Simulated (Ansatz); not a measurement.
Working through a check of PAW against all-electron LAPW of RbBi, space group P4/mmm

Computed with the Ansatz DFT code, driven from Python.

Notebook, run cell by cell (the value of a cell's last expression is shown):

```python
from dataclasses import dataclass

import ansatz as az
import numpy as np
import pandas as pd
from pymatgen.core import Lattice, Structure
from pymatgen.io.ase import AseAtomsAdaptor
```

```python
@dataclass(frozen=True)
class Options:
    smearing: str = "Methfessel-Paxton"
    sigma: float = 0.1
    functional: str = "lda"
    mesh: tuple[int, ...] = (7, 7, 9)
```

```python
settings = Options()
```

```python
def count_gap(report):
    # lowest empty less highest filled band, counting bands; zero where they overlap
    return max(report.get("gap_by_band_count_ev") or 0.0, 0.0)
```

```python
pmg_structure = Structure(
    Lattice([[4.685266, 0.0, 0.0], [0.0, 4.685266, 0.0], [0.0, 0.0, 3.858881]]),
    ["Rb", "Bi"],
    [
        [0.5, 0.5, 0.5],
        [0.0, 0.0, 0.0],
    ],
)
structure = az.Crystal.from_ase(AseAtomsAdaptor.get_atoms(pmg_structure))
```

```python
structure.resolved().tree()["lattice"]
```

    ((4.685266, 0.0, 0.0), (0.0, 4.685266, 0.0), (0.0, 0.0, 3.858881))

```python
base = (
    structure.calculation()
    .occupations(settings.smearing, width=settings.sigma)
    .functional(settings.functional)
    .kpoints(mesh=settings.mesh)
    .stress()
    .forces()
    .band_table()
)
variants = {
    "PAW": base.pseudopotentials("paw"),
    "LAPW": base.pseudopotentials("all_electron", lapw=True),
}
# totals differ by the cores that each treatment holds, so compare what does not depend on them
rows = []
for label, variant in variants.items():
    rep = variant.run().report
    levels = np.array(rep["eigenvalues_ev"][0]) - rep["fermi_energy_ev"]
    print(label, "levels at the first k-point near E_F:", np.round(levels[np.abs(levels) < 5], 3))
    rows.append((label, rep["n_electrons"], np.trace(rep["stress_gpa"]) / 3, count_gap(rep)))
print(pd.DataFrame(rows, columns=["treatment", "electrons in bands", "P GPa", "gap by band count eV"]).round(4).to_string(index=False))
```

    DeckWarning: basis.ecutwfc = 420 eV, auto-derived from the records' recommended cutoffs: set by Rb (normal level)
    PAW levels at the first k-point near E_F: [0.272 0.272 2.058 2.231 2.715 3.945]
    LAPW levels at the first k-point near E_F: [0.272 0.272 2.058 2.232 2.715 3.944]
    treatment  electrons in bands   P GPa  gap by band count eV
          PAW                24.0 -2.4954                   0.0
         LAPW                56.0 -2.4943                   0.0

PAW gives -2.495 GPa and LAPW -2.494 GPa, 0.001 GPa apart. They took 4.0 and 18.4 s of processor time.

Caveats:
- The computed bands are complete only to about 3.9 eV above the Fermi level.
- A gap by band count of zero or less means overlapping bands, a metal.
- The structure comes from a database of computed cells and needn't be a stable or known phase.
- Gaps and levels are Kohn-Sham values on a finite set of k-points, without spin-orbit coupling.
- Warnings are shown shortened and without file and line.
- Pressure is positive in compression; the treatments may keep other shells as core, so totals and counts of electrons can differ.
- The whole script took 24 s on 1 thread of Arm Neoverse V1, on a shared host, peak memory 0.61 GiB.
